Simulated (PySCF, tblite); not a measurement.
# CH₃FNO₄S₂−: geometry, infrared bands and NMR shifts

What infrared bands and NMR shifts should CH₃FNO₄S₂− (`CS(=O)(=O)[N-]S(=O)(=O)F`) show?

Programs: tblite 0.8.0 and PySCF 2.14.0, with density-fitted response routines of our own. Each step states its level of theory. These are calculated values for one molecule in the gas phase, unless marked as measured. Atoms are numbered from 0 throughout.

## Step 1: The molecule as given

12 atoms, charge -1, multiplicity 1; geometry from: force field or distance geometry start.

Bonds of the start (Å): C0–S1 1.78, S1–O2 1.48, S1–O3 1.47, S1–N4 1.57, N4–S5 1.57, S5–O6 1.46, S5–O7 1.45, S5–F8 1.60, C0–H9 1.08, C0–H10 1.10, C0–H11 1.10.

## Step 2: Optimising the geometry with GFN2-xTB

Job settings and geometry (Å):

```
{"job": {"kind": "relax", "xc": "GFN2-xTB", "basis": "xTB"}, "charge": -1, "multiplicity": 1}
C      1.265200     0.939300    -0.164600
S      0.795000    -0.775800    -0.233500
O      0.946200    -1.243300     1.158300
O      1.809100    -1.327000    -1.138100
N     -0.644700    -0.746800    -0.858700
S     -1.791100    -0.202600     0.070100
O     -1.612300     1.125600     0.657100
O     -3.130500    -0.451500    -0.422200
F     -1.736900    -1.168600     1.349600
H      2.338700     0.994800    -0.043600
H      0.969000     1.430300    -1.098900
H      0.793600     1.425000     0.698400
```

Launch:

```
> OMP_NUM_THREADS=1 python probes_run.py task.json out
```

One launch serves the whole session: the jobs run in the order shown.

Standard output:

```text
step      E/eV     max force
  0    -935.37574    2.414
  1    -935.50498    1.303
  2    -935.55219    0.648
  3    -935.60151    0.591
  4    -935.62459    0.517
  5    -935.63799    0.314
  6    -935.64723    0.234
  7    -935.65475    0.289
  8    -935.66052    0.222
  9    -935.66423    0.153
 10    -935.66666    0.122
 11    -935.66908    0.140
 12    -935.67185    0.141
 13    -935.67425    0.124
 14    -935.67609    0.116
 15    -935.67762    0.109
 16    -935.67935    0.118
 17    -935.68139    0.144
 18    -935.68328    0.140
 19    -935.68483    0.125
 20    -935.68629    0.122
 21    -935.68800    0.109
 22    -935.68998    0.144
 23    -935.69189    0.135
 24    -935.69360    0.118
 25    -935.69547    0.147
 26    -935.69793    0.141
 27    -935.70078    0.138
 28    -935.70362    0.163
 29    -935.70652    0.163
 30    -935.70973    0.180
 31    -935.71373    0.192
 32    -935.71809    0.172
 33    -935.72016    0.316
 34    -935.72278    0.137
 35    -935.72395    0.076
 36    -935.72487    0.058
 37    -935.72530    0.065
 38    -935.72578    0.083
 39    -935.72615    0.077
 40    -935.72663    0.051
 41    -935.72708    0.052
 42    -935.72752    0.059
 43    -935.72802    0.067
 44    -935.72873    0.076
 45    -935.72959    0.066
 46    -935.73028    0.064
 47    -935.73060    0.058
 48    -935.73074    0.049
 49    -935.73088    0.032
 50    -935.73102    0.021
 51    -935.73110    0.019
 52    -935.73116    0.019
 53    -935.73122    0.020
 54    -935.73131    0.022
 55    -935.73143    0.029
 56    -935.73156    0.032
 57    -935.73168    0.032
 58    -935.73182    0.036
 59    -935.73197    0.038
 60    -935.73211    0.033
 61    -935.73220    0.023
 62    -935.73227    0.021
 63    -935.73233    0.017
 64    -935.73236    0.017
 65    -935.73240    0.018
 66    -935.73244    0.019
 67    -935.73253    0.023
 68    -935.73270    0.028
 69    -935.73295    0.032
 70    -935.73316    0.031
 71    -935.73330    0.028
 72    -935.73339    0.026
 73    -935.73348    0.026
 74    -935.73357    0.022
 75    -935.73364    0.027
 76    -935.73369    0.016
 77    -935.73372    0.012
 78    -935.73373    0.009
```

Run time: 0.81 s. Hardware: 1 thread of Arm Neoverse N1, shared host.

Along the way: (not every step is listed)

| step | energy from step 0 (eV) | largest force (eV/Å) |
| --- | --- | --- |
| 0 | 0.0000 | 2.4136 |
| 1 | -0.1292 | 1.3034 |
| 2 | -0.1765 | 0.6478 |
| 3 | -0.2258 | 0.5905 |
| 4 | -0.2489 | 0.5174 |
| 5 | -0.2622 | 0.3143 |
| 6 | -0.2715 | 0.2344 |
| 7 | -0.2790 | 0.2891 |
| 8 | -0.2848 | 0.2218 |
| 14 | -0.3004 | 0.1165 |
| 20 | -0.3106 | 0.1218 |
| 26 | -0.3222 | 0.1409 |
| 32 | -0.3424 | 0.1720 |
| 38 | -0.3500 | 0.0831 |
| 44 | -0.3530 | 0.0762 |
| 50 | -0.3553 | 0.0213 |
| 56 | -0.3558 | 0.0322 |
| 62 | -0.3565 | 0.0207 |
| 68 | -0.3570 | 0.0280 |
| 73 | -0.3577 | 0.0265 |
| 74 | -0.3578 | 0.0219 |
| 75 | -0.3579 | 0.0270 |
| 76 | -0.3580 | 0.0163 |
| 77 | -0.3580 | 0.0122 |
| 78 | -0.3580 | 0.0088 |

Distances of close pairs at the start and the end, largest changes first:

| bond | before (Å) | after (Å) | change (Å) |
| --- | --- | --- | --- |
| S5–F8 | 1.604 | 1.662 | +0.058 |
| C0–S1 | 1.780 | 1.822 | +0.042 |
| S1–O2 | 1.476 | 1.440 | -0.036 |
| S1–N4 | 1.570 | 1.599 | +0.029 |
| S5–O6 | 1.463 | 1.434 | -0.029 |
| N4–S5 | 1.573 | 1.554 | -0.018 |
| S1–O3 | 1.466 | 1.448 | -0.018 |
| C0–H11 | 1.097 | 1.081 | -0.016 |

The final coordinates are the input of the step that follows.

## Step 3: Vibrational analysis with GFN2-xTB

Job settings and geometry (Å):

```
{"job": {"kind": "ir", "xc": "GFN2-xTB", "basis": "xTB"}, "charge": -1, "multiplicity": 1}
C      1.278583     1.040979    -0.270090
S      0.802507    -0.716234    -0.206775
O      0.868401    -1.136355     1.169387
O      1.713412    -1.399062    -1.102011
N     -0.672271    -0.771908    -0.821676
S     -1.735145    -0.256056     0.188209
O     -1.340398     0.848803     1.013106
O     -3.030719    -0.147252    -0.414483
F     -1.959316    -1.504966     1.262379
H      2.276290     1.129710     0.139533
H      1.250133     1.339445    -1.308917
H      0.549722     1.572209     0.325310
```

Standard output:

```text
mode    cm-1     km/mol
  1      69.8      2.54
  2      99.8      2.31
  3     153.9      0.13
  4     175.8      2.70
  5     216.3      1.69
  6     263.0     17.94
  7     296.5      1.42
  8     337.1     17.07
  9     358.9     11.81
 10     383.0     56.82
 11     439.9      4.66
 12     489.6    141.51
 13     494.9    107.76
 14     546.9     61.19
 15     628.9    364.97
 16     689.4    266.08
 17     826.9     18.70
 18     841.1     20.79
 19     877.8    252.62
 20    1018.5    261.73
 21    1110.0    784.91
 22    1155.7    342.66
 23    1222.0    545.94
 24    1229.7    137.81
 25    1257.3    687.75
 26    1432.1      1.19
 27    1434.6      6.32
 28    3056.8     11.76
 29    3080.3     17.66
 30    3095.5      2.10
```

It took 0.66 s on 1 thread of Arm Neoverse N1, shared host.

Which atoms move in the most intense modes:

| cm⁻¹ | km/mol | atoms |
| --- | --- | --- |
| 629 | 365.0 | S5 44 %, F8 39 % |
| 689 | 266.1 | C0 37 %, S1 31 % |
| 878 | 252.6 | N4 41 %, S1 19 % |
| 1018 | 261.7 | N4 60 %, O7 13 %, O6 11 % |
| 1110 | 784.9 | S1 31 %, O3 31 %, O2 25 % |
| 1156 | 342.7 | S5 35 %, O6 26 %, O7 19 %, N4 12 % |
| 1222 | 545.9 | S1 39 %, O2 29 %, O3 19 % |
| 1257 | 687.8 | S5 38 %, O7 25 %, O6 21 % |

## Step 4: Shielding tensors: PBE0/pcSseg-1

The job, as its differences from that of step 3:

```diff
@@ -1,2 +1,2 @@
-{"job": {"kind": "ir", "xc": "GFN2-xTB", "basis": "xTB"}, "charge": -1, "multiplicity": 1}
+{"job": {"kind": "nmr", "xc": "PBE0", "basis": "pcSseg-1"}, "charge": -1, "multiplicity": 1}
 C      1.278583     1.040979    -0.270090
```

With the program's defaults for keys left out, this is: GIAO PBE0/pcSseg-1 NMR shielding, non-relativistic, gas phase.

Standard output:

```text
coarse grid: 12688 points
cycle   1  E = -1290.2966291413  dE =  2.948e+00  |g| = 1.651e+00  |ddm| = 3.845e+00
cycle   2  E = -1289.1482250558  dE =  1.148e+00  |g| = 3.040e+00  |ddm| = 3.380e+00
cycle   3  E = -1290.7416103797  dE = -1.593e+00  |g| = 3.584e-01  |ddm| = 2.488e+00
cycle   4  E = -1290.7657821796  dE = -2.417e-02  |g| = 1.355e-01  |ddm| = 3.820e-01
cycle   5  E = -1290.7690197108  dE = -3.238e-03  |g| = 3.875e-02  |ddm| = 1.104e-01
cycle   6  E = -1290.7693016188  dE = -2.819e-04  |g| = 1.322e-02  |ddm| = 3.813e-02
cycle   7  E = -1290.7693323360  dE = -3.072e-05  |g| = 4.093e-03  |ddm| = 1.207e-02
cycle   8  E = -1290.7693351122  dE = -2.776e-06  |g| = 1.067e-03  |ddm| = 3.375e-03
final grid: 118248 points
cycle   9  E = -1290.8722324344  dE = -2.130e-05  |g| = 1.315e-02  |ddm| = 2.496e-02
cycle  10  E = -1290.8721766441  dE =  5.579e-05  |g| = 2.148e-02  |ddm| = 2.413e-02
cycle  11  E = -1290.8722629798  dE = -8.634e-05  |g| = 2.830e-03  |ddm| = 1.641e-02
cycle  12  E = -1290.8722645753  dE = -1.596e-06  |g| = 3.954e-04  |ddm| = 2.533e-03
cycle  13  E = -1290.8722646017  dE = -2.635e-08  |g| = 1.814e-04  |ddm| = 3.928e-04
cycle  14  E = -1290.8722646068  dE = -5.122e-09  |g| = 5.935e-05  |ddm| = 1.611e-04
cycle  15  E = -1290.8722646074  dE = -6.194e-10  |g| = 1.586e-05  |ddm| = 4.915e-05
converged SCF energy = -1290.8722646074

GIAO shielding tensors (ppm)
atom      isotropic    diamagn.    paramagn.     s11        s22        s33       span
  0 C      140.565     256.798    -116.233    113.278    121.663    186.754     73.476
  1 S      204.287    1052.092    -847.805     68.733    203.165    340.962    272.229
  2 O      102.555     403.795    -301.240     95.018     96.665    115.984     20.966
  3 O      114.820     399.117    -284.297     87.996    110.568    145.897     57.901
  4 N       79.546     337.008    -257.462     53.907     77.379    107.353     53.446
  5 S      163.124    1050.697    -887.573     67.666    160.364    261.342    193.676
  6 O       91.734     404.376    -312.643     27.793    118.858    128.550    100.757
  7 O      107.250     396.686    -289.436     47.951    118.714    155.084    107.133
  8 F       94.642     476.857    -382.215    -56.536    -24.586    365.049    421.585
  9 H       29.763      30.877      -1.113     27.115     27.686     34.489      7.374
 10 H       29.832      31.981      -2.149     27.252     27.620     34.624      7.372
 11 H       27.362      32.958      -5.596     21.829     29.165     31.092      9.263
```

Run time: 44 s. Hardware: 1 thread of Arm Neoverse N1, shared host; peak memory 0.82 GiB.

The references, computed at this level on geometries of the same kind, shield at (ppm): 1H TMS 31.72, 13C TMS 186.9, 19F CFCl3 170.9, 15N NH3 267.7, 17O H2O 336.1, 33S CS2 504. Their shielding less the atom's gives the shift. The references are single molecules in the gas phase, so shifts against H2O, NH3, PH3, H3PO4 or CFCl3 are not on the usual liquid scales and can be off by tens of ppm. Atoms listed in one row are averaged.

| atoms | environment | σ (ppm) | δ (ppm) |
| --- | --- | --- | --- |
| C0 | methyl carbon bonded to S | 140.6 | 46.4 |
| H9, H10, H11 | hydrogen on a methyl carbon bonded to S | 28.99 | 2.73 |
| S5 | sulfonyl sulfur | 163 | 341 |
| S1 | sulfonyl sulfur | 204 | 299 |
| O6, O7 | S=O oxygen | 99.5 | 236.6 |
| O2, O3 | S=O oxygen | 108.7 | 227.4 |
| N4 | nitrogen bonded to 2 S | 79.5 | 188.2 |
| F8 | fluorine bonded to S | 94.6 | 76.3 |

The run also stored atomic charges by several schemes (e):

| atoms | Mulliken | IAO | Hirshfeld | ESP fit |
| --- | --- | --- | --- | --- |
| C0 | -0.38 | -0.65 | -0.16 | -0.73 |
| S1 | 1.00 | 2.11 | 0.48 | 1.28 |
| O2, O3 | -0.57 | -0.93 | -0.38 | -0.61 |
| N4 | -0.67 | -1.05 | -0.32 | -0.72 |
| S5 | 1.30 | 2.26 | 0.52 | 1.22 |
| O6, O7 | -0.56 | -0.89 | -0.34 | -0.57 |
| F8 | -0.40 | -0.52 | -0.19 | -0.29 |

Mayer bond orders: C0–S1 0.91, S1–O2 1.73, S1–O3 1.73, S1–N4 1.07, N4–S5 1.31, S5–O6 1.72, S5–O7 1.79, S5–F8 0.79.

## Step 5: What came out

```
                                                               quantity                  value
                              strongest single infrared mode (GFN2-xTB)  1110 cm⁻¹, 785 km/mol
                                           zero-point energy (GFN2-xTB)          39.0 kcal/mol
                                 13C shifts against TMS (PBE0/pcSseg-1)               46.4 ppm
 1H shifts against TMS (PBE0/pcSseg-1, means over atoms taken as alike)               2.73 ppm
                                 33S shifts against CS2 (PBE0/pcSseg-1)           341, 299 ppm
17O shifts against H2O (PBE0/pcSseg-1, means over atoms taken as alike)       236.6, 227.4 ppm
                                 15N shifts against NH3 (PBE0/pcSseg-1)              188.2 ppm
                               19F shifts against CFCl3 (PBE0/pcSseg-1)               76.3 ppm
```

Relaxing lowered the energy by 0.358 eV in 78 steps; the close pair that moved most is S5–F8, from 1.604 to 1.662 Å. No mode is imaginary among the 30: a minimum at this level. The strongest single mode, at 1110 cm⁻¹, is spread over several atoms, S1, O3, O2 among them. Unscaled tight-binding wavenumbers are off by several per cent, some by more. Its intensities can rank the bands wrongly. At PBE0/pcSseg-1: The largest span, 422 ppm, is at F8, where the paramagnetic term is -382 ppm.
